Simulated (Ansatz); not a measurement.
# LiAs (triplet): the correlation ladder at distance As1–Li2 = 3.940 Å, cc-pVDZ

Aim: climb from Hartree-Fock through coupled cluster and multireference methods for LiAs (triplet) at one geometry and basis, and see what each rung misses.

Method: cc-pVDZ, core rule «outside noble gas», up to 15 orbitals frozen; program: Ansatz 0.2.0, Gaussian basis.

The runs, in order: UHF; CCSD(T) on ROHF; CCSD(T) on UHF; BCCD(T) on ROHF; CISD; CCSDT(Q) on ROHF; CCSDT(Q) on UHF; CASSCF and MRCISD+Q, 4 electrons in 4 orbitals; CASSCF and NEVPT2, 4 electrons in 4 orbitals; Full CI.

70 further runs of the same task are left out: 47 for a known fault of the program, 1 for a mislabelled method, 18 that didn't finish, 4 set aside as unsound or not needed.

## Step 1: The geometry

The geometry derives from a PBE0/def2-TZVP stationary point (not a proven minimum). One bond is set to the value named and the two fragments are kept rigid. No spin-orbit coupling is included. The filled d shell of As may be among the frozen orbitals whatever the setting's name suggests; the logs give the count.

2 atoms, charge 0, spin multiplicity 3.

Atoms are counted from 1 here; the program's logs count them from 0.

No contacts short enough for the rule that draws bonds.

## Step 2: UHF

Input file in.yaml:

```yaml
crystal:
  periodic: [false, false, false]
  atoms:
    - {symbol: As, position_ang: [0.000000, 0.000000, 0.000000]}
    - {symbol: Li, position_ang: [0.000000, 0.000000, 3.940000]}
basis:
  gaussian: {orbitals: cc-pVDZ}
magnetization: {spin_polarized: true, initial_magnetization: 2}
hamiltonian: {xc: hf}
output: {orbitals: {seedname: orbitals}}
```

Run with:

```console
ansatz run in.yaml --threads 1 --pin off --events-out ev --progress --plain --max-ram 2393MiB
```

After this run come: CCSD(T) on ROHF; CCSD(T) on UHF; BCCD(T) on ROHF; CISD; CCSDT(Q) on ROHF; CCSDT(Q) on UHF; CASSCF and MRCISD+Q, 4 electrons in 4 orbitals; CASSCF and NEVPT2, 4 electrons in 4 orbitals; Full CI.

Before running them: what should the planned runs give, taken together? Wanted: FCI below the RHF energy; RMP2 from FCI; UMP2 from FCI; RCCSD from FCI; RCCSD(T) from FCI; UCCSD(T) from FCI; RCCSDT(Q) from FCI; UCCSDT(Q) from FCI; NEVPT2 pair from FCI.

The runs gave:

```
                         quantity                                                          value
         FCI below the RHF energy                                                     -3.2601 eV
                    RMP2 from FCI                                                    +1012.6 meV
                    UMP2 from FCI                                                     +521.4 meV
                   RCCSD from FCI                                                     +161.1 meV
                RCCSD(T) from FCI                                                      +47.8 meV
                UCCSD(T) from FCI                                                      +36.7 meV
               RCCSDT(Q) from FCI                                                       -1.6 meV
               UCCSDT(Q) from FCI                                                       -8.7 meV
             NEVPT2 pair from FCI                                                     +425.3 meV
           MRCISD+Q pair from FCI                                                      -23.0 meV
levels within 1 kcal/mol (43 meV)  UCCSD(T), RCCSDT, UCCSDT, RCCSDT(Q), UCCSDT(Q), MRCISD+Q pair
                    T1 diagnostic                                                          0.191
   effectively unpaired electrons                                                           3.03
```

**Reading.** RCCSD(T) lands +47.8 meV from the yardstick (1.5 % of the correlation energy). UCCSDT, UCCSDT(Q), MRCISD+Q pair fall below full CI: unrestricted runs freeze a spin-polarised core, another one than full CI's, and coupled cluster isn't variational. With 3.0 effectively unpaired electrons against 2 the state is strongly multireference. Coupled cluster on one determinant still stays close here. Of the multireference levels listed MRCISD+Q pair comes nearest in total energy (-23.0 meV), which doesn't show that its space is the better one. These misses are within one basis, not against nature; the frozen cores of restricted and unrestricted runs differ, which can shift their rows.
